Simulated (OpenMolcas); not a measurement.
# Si2NH5F (SMILES F[SiH2]N[SiH2]) at 6 levels

Aim: a comparison of 6 runs (UHF/3-21G, U-r2SCAN/6-31G*, USVWN5/6-31G*, UB3LYP/6-31G*, ROMP2/6-31G*, ROCCSD(T)/6-31G*) of Si2NH5F. 

Program for the calculation: OpenMolcas 26.06.

## (1) The structure to begin with

The species is Si2NH5F (9 atoms), meant as a doublet with charge 0. As SMILES, `F[SiH2]N[SiH2]`. The coordinates come from a PBE0-D4/def2-TZVP relaxation. This is one conformer, not always the lowest.

Bond lengths: F1–Si2 1.600 Å, Si2–N3 1.712 Å, N3–Si4 1.736 Å, Si2–H5 1.480 Å, Si2–H6 1.477 Å, N3–H7 1.012 Å, Si4–H8 1.489 Å, Si4–H9 1.494 Å. Some angles: F1–Si2–N3 112.4°, Si2–N3–Si4 128.4°, F1–Si2–H5 106.1°, F1–Si2–H6 106.9°, N3–Si2–H5 109.2°, N3–Si2–H6 108.5°, Si2–N3–H7 115.7°, Si4–N3–H7 115.2°, N3–Si4–H8 106.6°, N3–Si4–H9 109.5°.

## (2) Energy and forces at UHF/3-21G (run 1)

mol.xyz reads:

```xyz
9

F     -1.778200     1.208900    -1.181800
Si    -0.288000     1.123600    -0.604900
N      0.241500    -0.491400    -0.403000
Si     0.023600    -1.533600     0.967900
H      0.576300     1.799100    -1.598800
H     -0.302800     1.779800     0.718800
H      0.600400    -0.942200    -1.234500
H     -0.246300    -0.650000     2.136200
H      1.261800    -2.340700     1.182700
```

calc.inp reads:

```
&GATEWAY
BasLib=$CurrDir
Coord=mol.xyz
Basis=3-21G
Group=NoSym
&SEWARD
&SCF
UHF
Spin=2
Thresholds=1e-10 1e-07 1e-07 1e-05
PrOrbitals=1 2
&ALASKA
```

The basis set 3-21G is read from a file made from the Basis Set Exchange's data (not shown).

Run with:

```bash
$ export MOLCAS_MEM=1860
$ pymolcas calc.inp > calc.log
```

The program printed:

```text
--- Start Module: gateway ---
[...]
--- Stop Module: gateway /rc=_RC_ALL_IS_WELL_ ---
[...]
      Basis functions           54
[...]
--- Start Module: scf ---
[...]
       Convergence after  15 Iterations
[...]
::    Total SCF energy                               -730.8220775462
[...]
      Total spin, S                                     0.5012751658
[...]
      Total electronic charge=   49.000000
      Total            charge=   -0.000000
[...]
      Dipole Moment (debye):
      Origin of the operator (angstrom)=   -0.3819    0.0453   -0.1779
                   X=  1.5027E+00               Y= -9.8100E-01               Z= -1.3481E-01           Total=  1.7996E+00
      Quadrupole Moment (debye*angstrom):
[...]
 *              Molecular gradients               *
 **************************************************
  Irreducible representation: a
 ------------------------------------------------------------------------------------------
                              X                       Y                       Z
 ------------------------------------------------------------------------------------------
  F1                2.61689725639620E-02   -1.55069935374286E-03    1.03511714501883E-02
  SI2              -2.20349576789074E-02   -1.29568995456459E-02   -7.08395286247497E-03
  N3               -1.02169084419046E-03    4.86088572153331E-03    1.62796905206837E-02
  SI4              -3.23491086674910E-03    8.28601500893633E-03   -1.20737435663463E-02
  H5                1.56148712632032E-04    1.33877868086607E-04   -2.09284467381687E-03
  H6               -1.39194027788539E-03    7.42358224387729E-04    1.90954592791481E-03
  H7               -2.71516133180549E-04   -2.31966861169841E-03   -3.86137499532779E-03
  H8                4.44817463539637E-04    1.67082427179599E-03   -1.50410704558279E-03
[...]
```

Run time: 4.5 s. Hardware: 1 thread of AMD EPYC 7R43 (Zen 3), shared host; peak memory 0.38 GiB.

## (3) The energy at U-r2SCAN/6-31G(d) (spherical functions) (run 2)

calc.input reads:

```
* FH5NSi2 Kohn-Sham DFT

&GATEWAY
 BasLib=$CurrDir
 Coord
 9
 angstrom
 F       -1.778200       1.208900      -1.181800
 Si      -0.288000       1.123600      -0.604900
 N        0.241500      -0.491400      -0.403000
 Si       0.023600      -1.533600       0.967900
 H        0.576300       1.799100      -1.598800
 H       -0.302800       1.779800       0.718800
 H        0.600400      -0.942200      -1.234500
 H       -0.246300      -0.650000       2.136200
 H        1.261800      -2.340700       1.182700
 Basis=6-31Gs
 Group=NoSym

&SEWARD
 GridInput
 Grid=UltraFine
 End of Grid

&SCF
 UHF
 Spin=2
 KSDFT=2
 1.0 MGGA_X_R2SCAN
 1.0 MGGA_C_R2SCAN
 Thresholds=1e-10 1e-07 1e-07 1e-05
 PrOrbitals=1 1
```

The basis set 6-31G* is read from a file made from the Basis Set Exchange's data (not shown).

Run with:

```bash
$ export MOLCAS_MEM=1860
$ pymolcas calc.input > calc.log
```

The program printed:

```text
--- Start Module: gateway ---
[...]
--- Stop Module: gateway /rc=_RC_ALL_IS_WELL_ ---
--- Start Module: seward ---
[...]
      Basis functions           74
--- Stop Module: seward /rc=_RC_ALL_IS_WELL_ ---
[...]
--- Start Module: scf ---
[...]
       Convergence after  16 Iterations
[...]
::    Total KS-DFT energy                            -736.4672955798
[...]
      Total spin, S                                     0.5011869830
[...]
      Total electronic charge=   49.000000
      Total            charge=   -0.000000
[...]
      Dipole Moment (debye):
      Origin of the operator (angstrom)=   -0.3819    0.0453   -0.1779
                   X=  1.4234E+00               Y= -5.8458E-01               Z= -4.4537E-01           Total=  1.6019E+00
      Quadrupole Moment (debye*angstrom):
[...]
--- Stop Module: scf /rc=_RC_ALL_IS_WELL_ ---
[...]
```

Wall time 65 s (1 thread of AMD EPYC 7R43 (Zen 3), shared host); peak memory 0.42 GiB.

Runs 3 to 5 aren't shown in full; the table further down has their settings and results.

## (4) The energy at ROCCSD(T)/6-31G(d) (spherical functions) (run 6)

test.inp reads:

```
* FH5NSi2 CCSD(T)

&GATEWAY
 BasLib=$CurrDir
 Coord
 9
 angstrom
 F       -1.778200       1.208900      -1.181800
 Si      -0.288000       1.123600      -0.604900
 N        0.241500      -0.491400      -0.403000
 Si       0.023600      -1.533600       0.967900
 H        0.576300       1.799100      -1.598800
 H       -0.302800       1.779800       0.718800
 H        0.600400      -0.942200      -1.234500
 H       -0.246300      -0.650000       2.136200
 H        1.261800      -2.340700       1.182700
 Basis=6-31Gs
 Group=NoSym

&SEWARD

&SCF
 UHF
 Spin=2
 Thresholds=1e-10 1e-07 1e-07 1e-05
 PrOrbitals=1

&RASSCF
 FileOrb=$Project.UnaOrb
 Spin=2
 Nactel=1 0 0
 Inactive=24
 Ras2=1
 OutOrbitals=Canonical
 OrbListing=Nothing

&MOTRA
 JobIph
 Frozen=12

&CCSDT
 CCT
 Triples=3
 Iterations=80
 Accuracy=1e-08
 Extrapolation=5 4
```

The basis set 6-31G* is read from a file made from the Basis Set Exchange's data (not shown).

Run with:

```bash
$ export MOLCAS_MEM=1860
$ pymolcas test.inp > test.log
```

The program printed:

```text
--- Start Module: gateway ---
[...]
--- Stop Module: gateway /rc=_RC_ALL_IS_WELL_ ---
[...]
      Basis functions           74
[...]
       Convergence after  15 Iterations
[...]
::    Total SCF energy                               -734.6972488741
[...]
      Total spin, S                                     0.5016259146
[...]
      Number of active orbitals                  1
[...]
      Spin quantum number                      0.5
[...]
      Active orbitals                            1
[...]
      Number of CSFs                             1
[...]
      Number of root(s) required                 1
[...]
      Convergence after  8 iterations
[...]
      printout of CI-coefficients larger than  0.05 for root  1
      energy=    -734.696025
      conf/sym  1     Coeff  Weight
             1  u   1.00000 1.00000
      Natural orbitals and occupation numbers for root  1
      sym 1:   1.000000
      ************************************************************************************************************************
      *                                                    Final results                                                     *
[...]
::    RASSCF root number  1 Total energy:   -734.69602532
[...]
      Total electronic charge=   49.000000
      Total            charge=   -0.000000
[...]
      Dipole Moment (debye):
      Origin of the operator (angstrom)=   -0.3819    0.0453   -0.1779
                   X=  1.4399E+00               Y= -8.6333E-01               Z= -2.2520E-01           Total=  1.6939E+00
      Quadrupole Moment (debye*angstrom):
[...]
--- Start Module: motra ---
[...]
--- Start Module: ccsdt ---
[...]
      Convergence after                    19  Iterations
      Total energy (diff) :    -735.21089539       0.00000000
[...]
 METHOD                       : CCSD+T(CCSD)+<T3(1)WT1>+<T3(1)UT2> = CCSD(T)
[...]
       CCSD     =      -735.2108953859679
[...]
```

Wall time 38 s (1 thread of AMD EPYC 7R43 (Zen 3), shared host); peak memory 0.42 GiB.

## (5) Overview of the runs

```csv
run,level,task,integration grid,energy (Eh),dipole moment (D),HOMO energy (eV),LUMO energy (eV),wall time
1,UHF/3-21G,gradient,–,-730.822078,1.80,-8.45,1.40,4.5 s
2,U-r2SCAN/6-31G* (spherical functions),energy,UltraFine,-736.467296,1.60,-4.88,-2.48,65 s
3,USVWN5/6-31G* (spherical functions),gradient,UltraFine,-733.151653,1.69,-4.46,-3.32,37 s
4,UB3LYP/6-31G* (Cartesian functions),gradient,UltraFine,-736.639156,1.62,-5.37,-2.43,58 s
5,ROMP2/6-31G* (spherical functions),energy,–,-735.177091,–,–,–,13 s
6,ROCCSD(T)/6-31G* (spherical functions),energy,–,-735.222194,–,–,–,38 s
```

## (6) What came out

```
             quantity          value
  run 6: total energy  -735.22219 Eh
run 6: (T) correction     -11.30 mEh
```

In words: Over runs 1, 2, 3, 4 the dipole moment (its size) runs from 1.60 D (U-r2SCAN/6-31G*) to 1.80 D (UHF/3-21G). The two ends differ in method and basis. Totals of different functionals can't be ranked against each other. All runs together took 3.6 min, the longest 65 s.
